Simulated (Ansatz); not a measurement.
# C₂H₉NSi: one species, many methods

How much do the methods differ for C₂H₉NSi? The plan is to run it at one geometry with functionals of several rungs and with coupled cluster. The yardstick is the atomisation energy at the CCSD(T) limit.

Method: functionals in def2-TZVPP, the program's frozen cores in correlated methods; program: Ansatz 0.2.0, Gaussian basis.

Plan: LDA (SPW92), PBE-D4, revPBE-D4, BLYP-D4, r2SCAN-D4, B97M-V, PBE0-D4, B3LYP-D4, r2SCANh-D4, r2SCAN0-D4, HSE06-D4, BHLYP-D4, CAM-B3LYP-D4, LC-ωPBE, ωB97X-V, ωB97M-V, B2PLYP, PBE-QIDH; CCSD(T)/def2-SVP; CCSD(T)/def2-TZVPP; MP2/def2-QZVPP; extrapolation to the limit; RPA on PBE.

### 1 The relaxed structure

All runs share one geometry, relaxed beforehand with PBE0-D4 in a triple-zeta def2 set.

SMILES `CN(C)[SiH3]`, 13 atoms, charge 0, spin multiplicity 1.

Atoms are counted from 1 here; the program's logs count them from 0.

Bond lengths: C1–N2 1.442 Å, C1–H5 1.101 Å, C1–H6 1.097 Å, C1–H7 1.092 Å, N2–C3 1.442 Å, N2–Si4 1.717 Å, C3–H8 1.097 Å, C3–H9 1.101 Å, C3–H10 1.092 Å, Si4–H11 1.497 Å, Si4–H12 1.487 Å, Si4–H13 1.487 Å. Angles: N2–C1–H5 112.8°, N2–C1–H6 110.4°, N2–C1–H7 110.5°, H5–C1–H6 107.4°, H5–C1–H7 107.9°, H6–C1–H7 107.7°, C1–N2–C3 113.7°, C1–N2–Si4 120.9°, C3–N2–Si4 120.9°, N2–C3–H8 110.4°, N2–C3–H9 112.8°, N2–C3–H10 110.5°, H8–C3–H9 107.4°, H8–C3–H10 107.7°, H9–C3–H10 107.9°, N2–Si4–H11 115.3°, N2–Si4–H12 107.9°, N2–Si4–H13 107.9° and more.

### 2 LDA

This LDA is Slater exchange with PW92 correlation.

The input, in.yaml:

```yaml
crystal:
  periodic: [false, false, false]
  atoms:
    - {symbol: C, position_ang: [-0.853399, 1.051464, -0.567418]}
    - {symbol: N, position_ang: [-0.064295, 0.101377, 0.176945]}
    - {symbol: C, position_ang: [1.257324, 0.576782, 0.503671]}
    - {symbol: Si, position_ang: [-0.404351, -1.580401, 0.101948]}
    - {symbol: H, position_ang: [-0.416110, 1.292475, -1.548479]}
    - {symbol: H, position_ang: [-0.947511, 1.991470, -0.009415]}
    - {symbol: H, position_ang: [-1.860696, 0.663664, -0.735383]}
    - {symbol: H, position_ang: [1.197400, 1.509099, 1.079020]}
    - {symbol: H, position_ang: [1.870059, 0.778322, -0.388362]}
    - {symbol: H, position_ang: [1.787117, -0.156700, 1.115698]}
    - {symbol: H, position_ang: [0.068741, -2.275320, -1.137069]}
    - {symbol: H, position_ang: [-1.879715, -1.752298, 0.167039]}
    - {symbol: H, position_ang: [0.265635, -2.234734, 1.256705]}
basis:
  gaussian: {orbitals: def2-TZVPP}
hamiltonian: {xc: lda}
output: {orbitals: {seedname: orbitals}}
```

After this run come: PBE-D4 (GGA); revPBE-D4 (GGA); BLYP-D4 (GGA); r2SCAN-D4 (meta-GGA); B97M-V (meta-GGA); PBE0-D4 (hybrid); B3LYP-D4 (hybrid); r2SCANh-D4 (hybrid); r2SCAN0-D4 (hybrid); HSE06-D4 (hybrid); BHLYP-D4 (hybrid); CAM-B3LYP-D4 (range-separated); LC-ωPBE-D4 (range-separated); ωB97X-V (range-separated); ωB97M-V (range-separated); B2PLYP (double hybrid); PBE-QIDH (double hybrid); CCSD(T) in def2-SVP; CCSD(T) in def2-TZVPP; MP2 in def2-QZVPP; RPA on PBE orbitals.

Q: Predict the results of all the runs planned. Wanted: atomisation energy, CCSD(T)/CBS; farthest beyond LDA; mean size of error, GGA; mean size of error, meta-GGA; mean size of error, hybrid; mean size of error, range-separated; mean size of error, double hybrid; gap, smallest and largest; T1 diagnostic.

As calculated:

| quantity | value |
| --- | --- |
| atomisation energy, CCSD(T)/CBS | 1091.5 kcal/mol |
| functionals within 5.5 kcal/mol (0.5 %) | BLYP-D4, r2SCAN-D4, B97M-V, PBE0-D4, B3LYP-D4, HSE06-D4, ωB97X-V, ωB97M-V |
| farthest beyond LDA | BHLYP-D4 (-18.8 kcal/mol) |
| mean size of error, GGA | 7.6 kcal/mol |
| mean size of error, meta-GGA | 1.8 kcal/mol |
| mean size of error, hybrid | 7.6 kcal/mol |
| mean size of error, range-separated | 5.7 kcal/mol |
| mean size of error, double hybrid | 10.1 kcal/mol |
| gap, smallest and largest | 4.63 eV (LDA (SPW92)), 11.77 eV (LC-ωPBE) |
| T1 diagnostic | 0.0100 |
| triples share of the correlation energy | 3.5 % |

What this shows: LDA overbinds by 137.6 kcal/mol (13 %). PBE-D4 misses by +9.7 kcal/mol. Double hybrids carry the basis error of their MP2 part in triple zeta, and no dispersion term here, so their miss is partly the set-up's. By mean error the best rung here is meta-GGA (1.8 kcal/mol) and the worst beyond LDA is double hybrid (10.1 kcal/mol). The reference freezes the cores and leaves out relativity and excitations past (T), so misses under about 5.5 kcal/mol can't be ranked. Hartree-Fock recovers 74 % of the binding; the rest is correlation. CCSD(T) in def2-SVP is off by -57.1 kcal/mol, more than most functionals: a good method in a small basis is no reference. Orbital gaps span 4.6 to 11.8 eV; exact exchange widens them.
